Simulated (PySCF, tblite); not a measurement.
# B8N8H14: electronic excitations, NMR shifts

Wanted: electronic excitations, NMR shifts for B8N8H14.

Programs: tblite 0.8.0 and PySCF 2.14.0, with routines of our own; each step states its level. All values are computed. Atoms count from 0.

## Step 1: The starting structure

30 atoms, charge 0, multiplicity 1; geometry from: force field, distance geometry or constructed start.

## Step 2: Optimising the geometry with GFN2-xTB

Job settings and geometry (Å):

```
{"job": {"kind": "relax", "xc": "GFN2-xTB", "basis": "xTB"}, "charge": 0, "multiplicity": 1}
B      2.516200     0.703900     1.028800
N      1.814400     1.909800     0.675600
B      1.512000     2.158700    -0.708100
N      0.190100     2.604800    -1.063200
B     -0.794800     2.439200    -0.009900
N     -1.906300     1.606400    -0.363800
B     -2.330600     0.707400     0.679200
N     -2.271400    -0.677900     0.336100
B     -2.114800    -1.051900    -1.057400
N     -1.159200    -2.051200    -1.403200
B     -1.778100    -1.545700     1.376200
N     -0.605900    -2.288100     1.030400
B     -0.213600    -2.365600    -0.356200
N      1.161500    -2.144400    -0.711800
B      1.954500    -1.539400     0.334800
N      2.549600    -0.290400    -0.007000
H      3.007400     0.545400     2.078700
H      1.539500     2.585100     1.416900
H      2.319400     2.010700    -1.533900
H     -0.035900     3.004100    -1.985200
H     -0.694800     2.955700     1.035600
H     -2.365700     1.648400    -1.292300
H     -2.690700     1.084200     1.736500
H     -2.771100    -0.541500    -1.885700
H     -1.139900    -2.511100    -2.334900
H     -2.296400    -1.632100     2.428200
H     -0.040800    -2.758200     1.765100
H      1.549000    -2.393200    -1.638800
H      2.105400    -2.044100     1.380000
H      2.980100    -0.111400    -0.940900
```

Command:

```sh
$ OMP_NUM_THREADS=1 python large_run.py task.json out
```

One launch serves the whole session: the jobs run in the order shown.

The log of the run:

```text
step      E/eV     max force
  0   -1110.26945    1.959
  1   -1110.76439    1.435
  2   -1111.10192    1.149
  3   -1111.45167    1.066
  4   -1111.64695    0.777
  5   -1111.71999    0.642
  6   -1111.81977    0.502
  7   -1111.87095    0.409
  8   -1111.90353    0.338
  9   -1111.93152    0.352
 10   -1111.96042    0.448
 11   -1111.99691    0.455
 12   -1112.03009    0.360
 13   -1112.04893    0.269
 14   -1112.05973    0.230
 15   -1112.06976    0.200
 16   -1112.07901    0.203
 17   -1112.08838    0.223
 18   -1112.09663    0.207
 19   -1112.10350    0.133
 20   -1112.10876    0.141
 21   -1112.11266    0.107
 22   -1112.11551    0.104
 23   -1112.11770    0.087
 24   -1112.11977    0.104
 25   -1112.12217    0.102
 26   -1112.12475    0.130
 27   -1112.12722    0.112
 28   -1112.12939    0.080
 29   -1112.13121    0.081
 30   -1112.13260    0.087
 31   -1112.13357    0.071
 32   -1112.13433    0.055
 33   -1112.13517    0.065
 34   -1112.13622    0.078
 35   -1112.13730    0.077
 36   -1112.13817    0.069
 37   -1112.13887    0.057
 38   -1112.13956    0.054
 39   -1112.14030    0.058
 40   -1112.14093    0.056
 41   -1112.14139    0.036
 42   -1112.14183    0.040
 43   -1112.14239    0.058
 44   -1112.14302    0.056
 45   -1112.14353    0.051
 46   -1112.14382    0.034
 47   -1112.14404    0.030
 48   -1112.14430    0.039
 49   -1112.14465    0.048
 50   -1112.14506    0.052
 51   -1112.14545    0.039
 52   -1112.14582    0.038
 53   -1112.14620    0.044
 54   -1112.14656    0.033
 55   -1112.14688    0.033
 56   -1112.14717    0.033
 57   -1112.14748    0.036
 58   -1112.14786    0.042
 59   -1112.14831    0.038
 60   -1112.14872    0.042
 61   -1112.14902    0.033
 62   -1112.14925    0.037
 63   -1112.14948    0.034
 64   -1112.14970    0.035
 65   -1112.14989    0.032
 66   -1112.15001    0.020
 67   -1112.15010    0.019
```

Run time: 0.7 s. Hardware: 1 thread of AMD EPYC 9R45, shared host; peak memory 0.16 GiB.

Along the way:

```tsv
step	energy from step 0 (eV)	largest force (eV/Å)
0	0.0000	1.9589
1	-0.4949	1.4347
2	-0.8325	1.1496
3	-1.1822	1.0663
4	-1.3775	0.7771
5	-1.4505	0.6411
6	-1.5503	0.5011
7	-1.6015	0.4089
8	-1.6341	0.3378
13	-1.7795	0.2691
18	-1.8272	0.2066
23	-1.8483	0.0871
28	-1.8599	0.0803
33	-1.8657	0.0658
38	-1.8701	0.0535
43	-1.8729	0.0579
48	-1.8748	0.0389
53	-1.8767	0.0435
58	-1.8784	0.0419
63	-1.8800	0.0345
64	-1.8802	0.0350
65	-1.8804	0.0314
66	-1.8806	0.0202
67	-1.8807	0.0196
```

Close pairs (by a distance rule), those that changed most:

```tsv
bond	before (Å)	after (Å)	change (Å)
N11–H26	1.039	1.007	-0.032
N15–H29	1.044	1.013	-0.031
N1–H17	1.040	1.009	-0.031
B2–N3	1.440	1.409	-0.031
N9–H24	1.039	1.009	-0.031
B0–N1	1.439	1.409	-0.030
B4–N5	1.433	1.409	-0.025
B10–N11	1.430	1.406	-0.024
```

The next job starts from the end point, and lists it.

## Step 3: Harmonic vibrations with GFN2-xTB

Job settings and geometry (Å):

```
{"job": {"kind": "ir", "xc": "GFN2-xTB", "basis": "xTB"}, "charge": 0, "multiplicity": 1}
B      2.671132     0.748015     0.918773
N      2.130802     1.975357     0.486214
B      1.524744     2.267213    -0.789756
N      0.180182     2.674315    -0.894508
B     -0.834924     2.446467     0.112031
N     -1.965744     1.687991    -0.248623
B     -2.502507     0.690765     0.644182
N     -2.385654    -0.671183     0.242126
B     -2.143969    -1.079776    -1.122365
N     -1.078131    -1.956683    -1.387652
B     -1.879455    -1.536281     1.289735
N     -0.769244    -2.342145     0.980878
B     -0.167668    -2.303069    -0.320879
N      1.242322    -2.337888    -0.542080
B      2.062896    -1.623757     0.415928
N      2.614259    -0.384289     0.034937
H      3.046937     0.608272     2.019062
H      1.873477     2.610197     1.226444
H      2.142791     2.098826    -1.781367
H     -0.170687     2.731495    -1.840939
H     -0.668371     2.775287     1.222380
H     -1.977575     1.391909    -1.217862
H     -2.817488     0.989991     1.730319
H     -2.798967    -0.662779    -2.008467
H     -0.839605    -2.178857    -2.342164
H     -2.318177    -1.499945     2.374678
H     -0.269397    -2.802938     1.723471
H      1.498815    -2.187948    -1.509818
H      2.135347    -1.990144     1.524439
H      2.453047    -0.121183    -0.929413
```

The log of the run:

```text
mode    cm-1     km/mol
  1      51.6      0.12
  2      61.3      0.11
  3      79.8      0.18
  4     105.0      1.39
  5     129.6      2.65
  6     158.3      0.85
  7     188.6      1.61
  8     194.9      3.28
  9     217.6      1.17
 10     232.5      0.77
 11     255.6      2.50
 12     273.0      1.92
 13     298.8      1.42
 14     300.6      0.41
 15     340.5      0.42
 16     382.1      3.41
 17     389.5      3.34
 18     408.4      7.88
 19     453.1     10.35
 20     482.2      3.98
 21     487.4      6.07
 22     499.7      2.45
 23     548.7     74.51
 24     562.9     31.60
 25     615.2     51.81
 26     643.2      0.23
 27     662.0     68.34
 28     683.3     56.13
 29     696.1      5.99
 30     730.6    325.61
 31     748.1    152.03
 32     754.4     39.61
 33     761.5    169.97
 34     774.1    134.67
 35     782.2     64.35
 36     787.2     54.68
 37     799.4    113.37
 38     802.2     28.91
 39     849.6     48.62
 40     855.6      4.37
 41     874.1     13.14
 42     899.3      0.72
 43     976.9      4.03
 44     978.8     12.70
 45    1001.1      5.73
 46    1007.1      4.09
 47    1032.3     18.10
 48    1037.8     33.37
 49    1043.7     11.50
 50    1071.0     95.05
 51    1074.2      0.74
 52    1109.1     14.40
 53    1122.6     49.27
 54    1133.0      1.46
 55    1141.9     20.68
 56    1193.7     29.12
 57    1207.9     57.32
 58    1212.5     34.08
 59    1234.4     21.95
 60    1238.4     90.00
 61    1245.6     60.93
 62    1265.7     17.88
 63    1288.2     70.74
 64    1306.9    241.48
 65    1322.4     58.25
 66    1331.6    208.12
 67    1357.4    575.53
 68    1379.7    891.10
 69    1389.8   1100.49
 70    1418.0   1203.87
 71    2523.8    205.68
 72    2545.8    232.90
 73    2617.8     75.09
 74    2620.8     75.84
 75    2629.6     41.86
 76    2634.0    150.74
 77    2638.6    491.00
 78    3390.9      4.97
 79    3405.6      4.18
 80    3407.1     12.84
 81    3422.2      4.13
 82    3455.2      4.02
 83    3459.3      0.38
 84    3486.3      0.03
```

Wall time 1.7 s (1 thread of AMD EPYC 9R45, shared host); peak memory 0.16 GiB.

Which atoms move in the most intense modes:

```tsv
cm⁻¹	km/mol	atoms
731	325.6	H27 37 %, H28 18 %, N13 15 %, B14 14 %
1307	241.5	B12 17 %, N9 14 %
1357	575.5	N13 14 %, B12 13 %
1380	891.1	B2 32 %, N3 16 %, N1 13 %
1390	1100.5	B4 19 %, N5 18 %, B0 13 %
1418	1203.9	B12 17 %, N11 15 %, N9 13 %, B8 11 %
2546	232.9	H23 92 %
2639	491.0	H22 42 %, H20 33 %
```

## Step 4: Electronic excitations: TDA PBE0/def2-SVP

The job, as its differences from that of step 3:

```diff
@@ -1,2 +1,2 @@
-{"job": {"kind": "ir", "xc": "GFN2-xTB", "basis": "xTB"}, "charge": 0, "multiplicity": 1}
+{"job": {"kind": "uv", "basis": "def2-SVP", "grid": 1, "kgrid": 0, "vcut": 1.5, "nstates": 6, "ntriplets": 2, "tda": true, "delta": [], "pop": true, "xc": "PBE0"}, "charge": 0, "multiplicity": 1}
 B      2.671132     0.748015     0.918773
```

Level: TDA PBE0/def2-SVP, vertical, gas phase, core orbitals frozen in the response, virtual orbitals cut by energy.

The log of the run:

```text
start: PBE on a coarse grid of 24418 points
cycle   1  E = -644.1324393072  dE =  1.986e+00  |g| = 1.072e+00  |ddm| = 6.282e+00
cycle   2  E = -643.5876289099  dE =  5.448e-01  |g| = 1.873e+00  |ddm| = 3.223e+00
cycle   3  E = -644.4019328226  dE = -8.143e-01  |g| = 1.825e-01  |ddm| = 2.186e+00
cycle   4  E = -644.4106316566  dE = -8.699e-03  |g| = 5.833e-02  |ddm| = 2.499e-01
cycle   5  E = -644.4112907998  dE = -6.591e-04  |g| = 2.802e-02  |ddm| = 8.087e-02
cycle   6  E = -644.4114555097  dE = -1.647e-04  |g| = 9.167e-03  |ddm| = 3.213e-02
final grid: 106683 points
cycle   7  E = -644.5871553107  dE = -1.040e-02  |g| = 2.976e-02  |ddm| = 4.241e-01
cycle   8  E = -644.5872511378  dE = -9.583e-05  |g| = 2.526e-02  |ddm| = 6.290e-02
cycle   9  E = -644.5873922962  dE = -1.412e-04  |g| = 7.953e-03  |ddm| = 2.776e-02
cycle  10  E = -644.5874059671  dE = -1.367e-05  |g| = 2.168e-03  |ddm| = 8.444e-03
cycle  11  E = -644.5874060811  dE = -1.140e-07  |g| = 5.865e-04  |ddm| = 2.812e-03
cycle  12  E = -644.5874090688  dE = -2.988e-06  |g| = 2.251e-04  |ddm| = 7.244e-04
cycle  13  E = -644.5874078346  dE =  1.234e-06  |g| = 4.155e-05  |ddm| = 2.183e-04
converged SCF energy = -644.5874078346

Static polarisability (au): isotropic 140.042, principal 129.876 141.609 148.640

Singlet excitations
state   eV       nm        f      main configurations
  1   5.5294    224.2   0.02640   H-1->L 0.50, H->L+1 0.24, H->L 0.18
  2   5.7714    214.8   0.08565   H->L 0.50, H-1->L+1 0.22, H->L+1 0.21
  3   6.0226    205.9   0.06601   H-1->L 0.33, H->L 0.26, H->L+1 0.17
  4   6.1434    201.8   0.08664   H-1->L+1 0.53, H->L+1 0.33
  5   6.3904    194.0   0.15284   H->L+2 0.73, H->L+3 0.10
  6   6.6068    187.7   0.08915   H->L+3 0.64

Triplet excitations (Tamm-Dancoff, eV): 5.2095 5.3471
```

It took 15 s on 1 thread of AMD EPYC 9R45, shared host; peak memory 0.58 GiB.

The orbitals next to the gap, with their largest atomic shares:

```tsv
orbital	eV	atoms
HOMO−4	-8.45	N3 18 %, N7 16 %, N15 12 %
HOMO−3	-8.24	N11 31 %, N9 11 %, N5 10 %
HOMO−2	-8.20	N9 19 %, N13 14 %, N1 11 %
HOMO−1	-7.19	N5 18 %, N1 17 %, N3 17 %
HOMO	-6.99	N13 28 %, N15 17 %, N1 12 %
LUMO	-0.25	B2 38 %, B4 22 %, B6 10 %
LUMO+1	-0.12	B8 36 %, B6 21 %, N9 5 %
LUMO+2	0.46	B10 28 %, B12 16 %, B4 9 %
LUMO+3	0.61	B14 41 %, B10 11 %, B12 8 %
```

With each of the 6 states as a Gaussian band of 0.4 eV half-width at 1/e, the curve within the window shown has maxima at 198 nm (ε 13,000) L/(mol cm). Beyond the last state computed it falls off for lack of states. The curve at chosen wavelengths:

(nm, ε (L/mol/cm)): (180, 3339), (183, 5470), (186, 7859), (189, 10103), (192, 11839), (194, 12609), (197, 13160), (200, 13075), (203, 12517), (206, 11648), (209, 10593), (212, 9435), (215, 8227), (217, 7414), (220, 6213), (223, 5069), (226, 4018), (229, 3091), (232, 2307), (235, 1670), (238, 1173), (240, 912), (243, 611), (246, 398), (249, 252), (252, 156)

Ground-state properties from the same run:

```tsv
property	computed
dipole moment (D)	3.29
polarisability (Å³)	20.75
HOMO–LUMO gap (eV)	6.74
−ε(HOMO) (eV)	6.99
```

## Step 5: NMR shifts: GIAO KT3/pcSseg-1

The job, as its differences from that of step 4:

```diff
@@ -1,2 +1,2 @@
-{"job": {"kind": "uv", "basis": "def2-SVP", "grid": 1, "kgrid": 0, "vcut": 1.5, "nstates": 6, "ntriplets": 2, "tda": true, "delta": [], "pop": true, "xc": "PBE0"}, "charge": 0, "multiplicity": 1}
+{"job": {"kind": "nmr", "xc": "KT3", "basis": "pcSseg-1", "pop": false}, "charge": 0, "multiplicity": 1}
 B      2.671132     0.748015     0.918773
```

Level: GIAO KT3/pcSseg-1 NMR shielding, non-relativistic, gas phase.

The log of the run:

```text
start: PBE on a coarse grid of 24418 points
cycle   1  E = -644.5329051482  dE =  2.066e+00  |g| = 1.110e+00  |ddm| = 5.047e+00
cycle   2  E = -643.9664896322  dE =  5.664e-01  |g| = 1.936e+00  |ddm| = 2.649e+00
cycle   3  E = -644.8098398939  dE = -8.434e-01  |g| = 1.925e-01  |ddm| = 1.846e+00
cycle   4  E = -644.8190334440  dE = -9.194e-03  |g| = 5.884e-02  |ddm| = 2.122e-01
cycle   5  E = -644.8196810582  dE = -6.476e-04  |g| = 2.800e-02  |ddm| = 6.897e-02
cycle   6  E = -644.8198338883  dE = -1.528e-04  |g| = 9.906e-03  |ddm| = 2.749e-02
final grid: 226416 points
cycle   7  E = -656.0239789574  dE = -3.294e-02  |g| = 1.265e-01  |ddm| = 4.332e-01
cycle   8  E = -656.0166831422  dE =  7.296e-03  |g| = 2.222e-01  |ddm| = 2.489e-01
cycle   9  E = -656.0275292412  dE = -1.085e-02  |g| = 1.140e-02  |ddm| = 1.577e-01
cycle  10  E = -656.0275533816  dE = -2.414e-05  |g| = 6.277e-03  |ddm| = 1.501e-02
cycle  11  E = -656.0275625298  dE = -9.148e-06  |g| = 1.570e-03  |ddm| = 5.233e-03
cycle  12  E = -656.0275638822  dE = -1.352e-06  |g| = 4.618e-04  |ddm| = 1.725e-03
cycle  13  E = -656.0275618119  dE =  2.070e-06  |g| = 1.560e-04  |ddm| = 4.676e-04
cycle  14  E = -656.0275642990  dE = -2.487e-06  |g| = 5.288e-05  |ddm| = 1.466e-04
converged SCF energy = -656.0275642990

GIAO shielding tensors (ppm)
atom      isotropic    diamagn.    paramagn.     s11        s22        s33       span
  0 B       73.646     203.858    -130.212     49.228     63.034    108.676     59.449
  1 N      140.318     332.355    -192.038     58.790    157.353    204.811    146.021
  2 B       71.002     204.964    -133.962     44.720     58.131    110.156     65.436
  3 N      123.275     334.487    -211.212     12.935    161.231    195.658    182.723
  4 B       73.874     206.201    -132.327     48.507     57.103    116.011     67.504
  5 N      101.370     338.762    -237.392      1.029    103.719    199.363    198.334
  6 B       69.947     204.576    -134.629     49.044     55.589    105.207     56.163
  7 N       84.550     340.903    -256.353      4.614     21.305    227.732    223.119
  8 B       74.873     207.826    -132.953     46.779     62.212    115.629     68.849
  9 N      126.764     333.576    -206.812     26.291    154.595    199.406    173.114
 10 B       75.884     204.343    -128.460     49.442     66.977    111.232     61.789
 11 N      137.130     332.907    -195.777     43.614    151.159    216.617    173.004
 12 B       79.794     208.435    -128.641     58.390     74.433    106.559     48.169
 13 N      153.410     336.087    -182.676     84.116    171.893    204.222    120.107
 14 B       72.144     206.042    -133.898     47.203     58.324    110.905     63.703
 15 N      109.982     338.144    -228.162     14.524    112.556    202.865    188.341
 16 H       27.405      33.839      -6.435     25.726     27.501     28.987      3.261
 17 H       27.561      36.197      -8.636     23.942     27.053     31.689      7.747
 18 H       26.897      35.228      -8.332     25.830     27.097     27.763      1.932
 19 H       27.267      37.936     -10.669     24.542     27.243     30.017      5.474
 20 H       27.113      37.471     -10.358     25.348     27.581     28.410      3.062
 21 H       27.633      43.825     -16.192     25.610     26.847     30.442      4.831
 22 H       26.805      34.464      -7.659     25.234     26.892     28.290      3.056
 23 H       26.855      34.613      -7.758     25.074     27.350     28.141      3.067
 24 H       26.735      36.608      -9.874     23.566     25.962     30.676      7.110
 25 H       27.161      33.055      -5.893     24.862     27.239     29.384      4.522
 26 H       26.642      35.775      -9.133     22.582     26.283     31.059      8.477
 27 H       28.876      40.799     -11.922     25.649     28.417     32.564      6.915
 28 H       27.081      36.703      -9.621     25.076     27.024     29.144      4.068
 29 H       27.680      44.600     -16.920     25.571     26.944     30.525      4.954
```

Wall time 14 s (1 thread of AMD EPYC 9R45, shared host); peak memory 0.62 GiB.

The references, computed at this level on geometries of the same kind, shield at (ppm): 1H TMS 31.76, 15N NH3 264.4, 11B BF3·OEt2 100.0. Their shielding less the atom's gives the shift. The references are single molecules in the gas phase, so shifts against H2O, NH3, PH3, H3PO4 or CFCl3 are not on the usual liquid scales and can be off by tens of ppm.

```tsv
atoms	environment	σ (ppm)	δ (ppm)
H26	hydrogen on a nitrogen bonded to 2 B	26.64	5.12
H24	hydrogen on a nitrogen bonded to 2 B	26.73	5.03
H22	hydrogen on a boron bonded to 2 N	26.81	4.95
H23	hydrogen on a boron bonded to 2 N	26.85	4.91
H18	hydrogen on a boron bonded to 2 N	26.90	4.86
H28	hydrogen on a boron bonded to 2 N	27.08	4.68
H20	hydrogen on a boron bonded to 2 N	27.11	4.65
H25	hydrogen on a boron bonded to 2 N	27.16	4.60
H19	hydrogen on a nitrogen bonded to 2 B	27.27	4.49
H16	hydrogen on a boron bonded to 2 N	27.40	4.36
H17	hydrogen on a nitrogen bonded to 2 B	27.56	4.20
H21	hydrogen on a nitrogen bonded to 2 B	27.63	4.13
H29	hydrogen on a nitrogen bonded to 2 B	27.68	4.08
H27	hydrogen on a nitrogen bonded to 2 B	28.88	2.88
B6	boron bonded to 2 N, H	69.9	30.0
B2	boron bonded to 2 N, H	71.0	29.0
B14	boron bonded to 2 N, H	72.1	27.8
B0	boron bonded to 2 N, H	73.6	26.3
B4	boron bonded to 2 N, H	73.9	26.1
B8	boron bonded to 2 N, H	74.9	25.1
B10	boron bonded to 2 N, H	75.9	24.1
B12	boron bonded to 3 N	79.8	20.2
N7	nitrogen bonded to 3 B	84.6	179.8
N5	nitrogen bonded to 2 B, H	101.4	163.0
N15	nitrogen bonded to 2 B, H	110.0	154.4
N3	nitrogen bonded to 2 B, H	123.3	141.1
N9	nitrogen bonded to 2 B, H	126.8	137.6
N11	nitrogen bonded to 2 B, H	137.1	127.3
N1	nitrogen bonded to 2 B, H	140.3	124.1
N13	nitrogen bonded to 2 B, H	153.4	111.0
```

Ring of atoms N7, B8, N9, B10, N11, B12: NICS(0) -3.0, NICS(1) -3.1, NICS(1)zz -4.4 ppm (means of both faces).

## Step 6: Summary of results

```
                                  quantity                                                                                   value
 strongest single infrared mode (GFN2-xTB)                                                                  1418 cm⁻¹, 1204 km/mol
              zero-point energy (GFN2-xTB)                                                                          137.5 kcal/mol
            lowest singlet (PBE0/def2-SVP)                                                             5.53 eV (224 nm), f = 0.026
  brightest single state of those computed                                                             state 5, 6.39 eV, f = 0.153
                            lowest triplet                                                                                 5.21 eV
      1H shifts against TMS (KT3/pcSseg-1)  5.12, 5.03, 4.95, 4.91, 4.86, 4.68, 4.65, 4.60, 4.49, 4.36, 4.20, 4.13, 4.08, 2.88 ppm
11B shifts against BF3·OEt2 (KT3/pcSseg-1)                                      30.0, 29.0, 27.8, 26.3, 26.1, 25.1, 24.1, 20.2 ppm
     15N shifts against NH3 (KT3/pcSseg-1)                              179.8, 163.0, 154.4, 141.1, 137.6, 127.3, 124.1, 111.0 ppm
```

All 84 modes are real, so the xTB geometry is a minimum. The strongest single mode, at 1418 cm⁻¹, has its largest shares on B12, N11, N9 and B8 (the list is cut at 4 atoms). Unscaled tight-binding wavenumbers are off by several per cent, some by more. Its intensities can rank the bands wrongly. The lowest singlet, at 5.53 eV, is HOMO−1→LUMO 0.50, HOMO→LUMO+1 0.24 and is weak; of the 6 states computed, the strongest absorption comes from state 5 at 6.39 eV (the last state computed is bright too, and its partners may lie past the list). The lowest triplet lies 0.32 eV below the lowest singlet. At KT3/pcSseg-1: Shielding is most anisotropic at N7 (span 223 ppm, paramagnetic term -256 ppm).
